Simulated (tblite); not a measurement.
# B16H15P17: the cost of one run

Computed with tblite 0.8.0 and PySCF 2.14.0 and routines of our own; the level stands in each step. Atoms count from 0.

### Step 1. The starting structure

48 atoms, charge 0, multiplicity 1; geometry from: force field, distance geometry or constructed start.

### Step 2. Geometry optimisation with GFN2-xTB

The job: settings as JSON, then the geometry in Å.

```
{"job": {"kind": "relax", "xc": "GFN2-xTB", "basis": "xTB"}, "charge": 0, "multiplicity": 1}
P      0.004900    -0.079300    -0.001600
B     -1.614000     0.855100    -0.006900
P     -3.216400    -0.079800     0.001000
B     -3.222300    -1.933100    -0.006200
P     -1.611800    -2.868700     0.003400
B     -0.003300    -1.938000    -0.002600
P      4.832500     2.714200    -0.003300
B      3.225000     3.645200     0.001500
P      1.613500     2.710400    -0.000400
B      1.608000     0.851700     0.001600
P      3.219500    -0.078700    -0.002100
B      4.829900     0.850500    -0.000000
P     -4.835800    -2.866800     0.005000
B     -4.830200    -4.728100    -0.002700
P     -3.223800    -5.652400     0.000200
B     -1.612700    -4.726900     0.006300
P      1.611200    -2.865600     0.000900
B      3.220500    -1.940900    -0.001000
P      3.221000     5.504300     0.002500
B      1.613600     6.433400     0.002700
P     -0.002300     5.506300     0.001500
B     -0.000900     3.644000    -0.000200
P      4.835800    -2.862900     0.006600
B      1.606600    -4.731800    -0.001500
P      3.222100    -5.654900     0.000900
B      4.826300    -4.728400     0.002500
P     -1.610100     2.714800    -0.000700
B     -1.611400     6.433100     0.001200
P     -3.221000     5.502900    -0.002000
B     -3.220500     3.642900     0.003400
P      0.003600    -5.656900    -0.001100
P     -4.834300     2.713800     0.000200
B     -4.833400     0.852600    -0.001900
H      6.047000     3.411200     0.003700
H      5.846900     0.269300    -0.003300
H     -6.044400    -2.165300    -0.002900
H     -5.846500    -5.312400    -0.004100
H     -3.220700    -7.055000    -0.002600
H      4.435200     6.198600    -0.000100
H      1.606000     7.605900     0.001200
H      6.044800    -2.169800     0.003800
H      3.227500    -7.063100     0.003700
H      5.850600    -5.311500    -0.003600
H     -1.608200     7.602000    -0.001800
H     -4.437800     6.204200     0.002400
H     -0.001900    -7.055900    -0.003400
H     -6.042500     3.412600    -0.000600
H     -5.846000     0.270100     0.002300
```

Run with:

```
$ OMP_NUM_THREADS=4 python large_run.py task.json out
```

This one command runs all jobs of the session in turn.

Q: Estimate the wall time and peak memory of this first job on 4 threads of Intel Xeon Platinum 8488C, shared host.

About 5.7 s, with a peak of 0.16 GiB.
